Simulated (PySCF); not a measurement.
# Cl2FMg: the cost of one run

Computed with PySCF 2.14.0; each step states its level. No surroundings beyond the atoms listed, unless a continuum is named. Atoms count from 0, parts from 1.

## Step 1: The system as given

4 atoms, charge -1, multiplicity 1; geometry: GFN2-xTB. Parts: 1 = atoms 0–2, `[Cl][Mg][Cl]`, charge 0; 2 = atom 3, `[F-]`, charge -1.

## Step 2: Geometry optimisation at PBE0-D3(BJ)/def2-TZVPD

The job: settings as JSON, then the geometry in Å.

```
{"job": {"xc": "PBE0", "basis": "def2-TZVPD", "d3": "d3bj", "grid": 3, "kind": "geom", "shake": 0.01}, "charge": -1, "multiplicity": 1, "parts": [{"atoms": "0-2", "charge": 0, "multiplicity": 1}, {"atoms": "3-3", "charge": -1, "multiplicity": 1}]}
Cl    -1.303837     0.183315    -1.510037
Mg    -0.452071    -0.421090     0.446615
Cl     1.616268     0.191415     0.993702
F     -1.361036    -1.386812     1.553026
```

On the command line:

```sh
$ OMP_NUM_THREADS=1 python cluster_run.py task.json out
```

This one command runs all jobs of the session in turn.

**Question.** How long does this first job take on 1 thread of Arm Neoverse N1, shared host, and how much memory does it need?

About 89 s, with a peak of 0.61 GiB.
